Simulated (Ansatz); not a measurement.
# Thallium, simple cubic under LDA: from relaxation to bulk modulus

What does LDA give for thallium in the simple cubic structure? We relax it, solve it on a dense k-mesh, switch on spin-orbit coupling, then scale the cell to 7 volumes from 88 to 112 % of the relaxed one and try a fit of the equation of state. The k-meshes are 10×10×10 for the relaxation; 17×17×17 for the dense run; 10×10×10 for spin-orbit coupling; 12×12×12 for the volumes.

This is Tl in the simple cubic structure; at room conditions it is hcp.

Program: Ansatz 0.2.0. Level of theory: DFT LDA (PW92), plane waves (420 eV) with PAW, scalar-relativistic; PAW files made under PBE, frozen cores solved again for the functional. These are calculated values, not measurements.

### 1 Starting point

Symmetry: Pm-3m, No. 221, cubic system. The conventional cell has a = 3.117 Å, b = 3.117 Å, c = 3.117 Å, α = 90.00°, β = 90.00°, γ = 90.00°. Tl (site symmetry m-3m) is surrounded by 6 Tl at 3.12 Å.

As a file:

```xyz
1
Lattice="3.1169 0.0000 0.0000 0.0000 3.1169 0.0000 0.0000 0.0000 3.1169" Properties=species:S:1:pos:R:3 pbc="T T T"
Tl    0.0000    0.0000    0.0000
```

### 2 Relaxation of the cell

input.yaml

```yaml
crystal:
  lattice:
    - [3.1168762379, 0.0, 0.0]
    - [0.0, 3.1168762379, 0.0]
    - [0.0, 0.0, 3.1168762379]
  atoms:
    - { symbol: Tl, position: [0.0, 0.0, 0.0] }
hamiltonian:
  xc: lda
  pseudopotentials:
    kind: paw
    azcp:
      Tl: "pseudopotentials/Tl.paw.azcp"
basis:
  ecutwfc: 420
  fft_grid_basis: typed
kpoints:
  mp_grid: { grid: [10, 10, 10], shift: [0, 0, 0] }
magnetization:
  spin_polarized: false
scf:
  occupations: { method: fermi_dirac, width: 0.1 }
relax:
  max_steps: 60
  f_tol: 0.01
  cell: {}
output:
  write_density: true
  write_potential: true
  elf: true
  volumetric_format: npy
```

The runs that follow: Single point on a dense mesh; Spin-orbit coupling switched on; The cell scaled to 88 % of its volume; The cell scaled to 92 % of its volume; The cell scaled to 96 % of its volume; The cell scaled to 100 % of its volume; The cell scaled to 104 % of its volume; The cell scaled to 108 % of its volume; The cell scaled to 112 % of its volume.

**Question.** What will these runs give? Wanted: space group; conventional cell; volume; shortest distance; gap on the mesh; relative to hcp; V₀, B₀, B₀′.

**Answer**, as computed:

```
                      quantity                         value
space group (spins left aside)               Pm-3m (No. 221)
             conventional cell                   a = 3.084 Å
                        volume                29.338 Å³/atom
             shortest distance                       3.084 Å
               gap on the mesh  none (levels filled in part)
               relative to hcp                 +129 meV/atom
                   V₀, B₀, B₀′   29.412 Å³/atom, 37 GPa, 5.3
```

**Reading.** The relaxation shrank the cell by 3.1 % in volume. It lies 129 meV/atom above the element's reference form at the same level (hcp, from a run of its own). No gap shows: it is a metal or semimetal at this level. Totals with and without spin-orbit coupling (-34.2 eV/atom apart) can't be read as binding, since the two-component data shift the zero of energy. The fitted modulus is 37 GPa. The symmetry was held, so the structure may be unstable against distortions that break it.
